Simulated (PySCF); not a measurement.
# [PbF3(NH3)]−: other functionals and bases at one geometry

How far do other levels of theory move the description of [PbF3(NH3)]−, and what does each cost? The species was built from a template and needn't be a known compound.

Method: several levels, as the steps say, no spin–orbit coupling; program: PySCF 2.14.0.

1 further run of the same task is left out (for a known fault of the program).

## (1) The system as given

8 atoms, charge -1, spin multiplicity 1.

Bond lengths: Pb1–F2 2.113 Å, Pb1–F3 2.113 Å, Pb1–F4 2.113 Å, N5–H6 1.019 Å, N5–H7 1.019 Å, N5–H8 1.019 Å. Angles: F2–Pb1–F3 95.1°, F2–Pb1–F4 95.1°, F3–Pb1–F4 95.1°, H6–N5–H7 105.8°, H6–N5–H8 105.8°, H7–N5–H8 105.8°.

Coordinates:

```
Pb    1.36083   -1.36083    1.36083
F     2.73449   -0.53008    2.73449
F     0.53008   -2.73449    2.73449
F     2.73449   -2.73449    0.53008
N    -2.96123    2.96123   -2.96123
H    -3.57394    3.57394   -2.42469
H    -2.42469    3.57394   -3.57394
H    -3.57394    2.42469   -3.57394
```

Formal oxidation states: Pb +2. An earlier session relaxed this geometry at PBE0, Pb def2-SVP with ECP60, F def2-SVP, N def2-SVP, H def2-SVP (singlet, point group C3v).

At PBE0 on the finer grid: E = -548.463549 Eh, HOMO -2.12 eV, LUMO 3.37 eV, Mulliken charge on Pb1 +0.69 e, largest force component 0.093 eV/Å. 

Levels to run: CAM-B3LYP; BP86. Hardware: 2 threads of Intel Xeon at 2.50GHz (Skylake/Cascade Lake), shared host.

## (2) CAM-B3LYP

run.py (the lines that set the calculation)

```python
mol = gto.M(atom='''
Pb     1.36083    -1.36083     1.36083
F      2.73449    -0.53008     2.73449
F      0.53008    -2.73449     2.73449
F      2.73449    -2.73449     0.53008
N     -2.96123     2.96123    -2.96123
H     -3.57394     3.57394    -2.42469
H     -2.42469     3.57394    -3.57394
H     -3.57394     2.42469    -3.57394''',
    basis={'Pb': 'def2-SVP', 'F': 'def2-SVP', 'N': 'def2-SVP', 'H': 'def2-SVP'},
    ecp={'Pb': 'def2-SVP'},
    charge=-1, spin=0)
mf = dft.RKS(mol, xc='CAMB3LYP')
mf.grids.atom_grid = (75, 302)
mf = mf.density_fit()  # fitting sets: Pb def2-universal-JKFIT, F def2-universal-JKFIT, N def2-universal-JKFIT, H def2-universal-JKFIT
mf.conv_tol = 1e-08; mf.max_cycle = 55
mf.kernel(dm0)  # dm0: the density of the relaxed state
```

On the command line:

```console
> OMP_NUM_THREADS=2 python run.py
```

## (3) BP86

Edit run.py (the lines that set the calculation) of step 2 so:

```diff
@@ -12,3 +12,3 @@
     charge=-1, spin=0)
-mf = dft.RKS(mol, xc='CAMB3LYP')
+mf = dft.RKS(mol, xc='B88,P86')
 mf.grids.atom_grid = (75, 302)
```

What does the calculation give? Wanted: for each run, HOMO; gap; charge on Pb1; dipole; largest force.

**Answer**, as computed:

| level | state | HOMO (eV) | gap (eV) | charge on Pb1 (e) | dipole (D) | largest force (eV/Å) | basis functions | time |
| --- | --- | --- | --- | --- | --- | --- | --- | --- |
| PBE0 (relaxed here) | singlet | -2.12 | 5.49 | 0.69 | 9.42 | 0.09 | 97 | 36 s |
| CAM-B3LYP | singlet | -3.37 | 7.54 | 0.67 | 9.42 | 0.20 | 97 | 16 s |
| BP86 | singlet | -0.75 | 3.35 | 0.52 | 8.83 | 0.34 | 97 | 13 s |

Times are on 2 threads of Intel Xeon at 2.50GHz (Skylake/Cascade Lake), shared host; the first row also made further properties. The dipole of a charged species depends on the origin, so these sizes hold for this origin alone.

In one basis the HOMO–LUMO gap runs from 3.35 eV (BP86) to 7.54 eV (CAM-B3LYP). The largest leftover force, 0.34 eV/Å with BP86, stands at a geometry relaxed at another level. The Mulliken charge on Pb spans +0.52 to +0.69 e over the levels. Total energies of different levels can't be compared. Spin–orbit coupling is left out throughout.
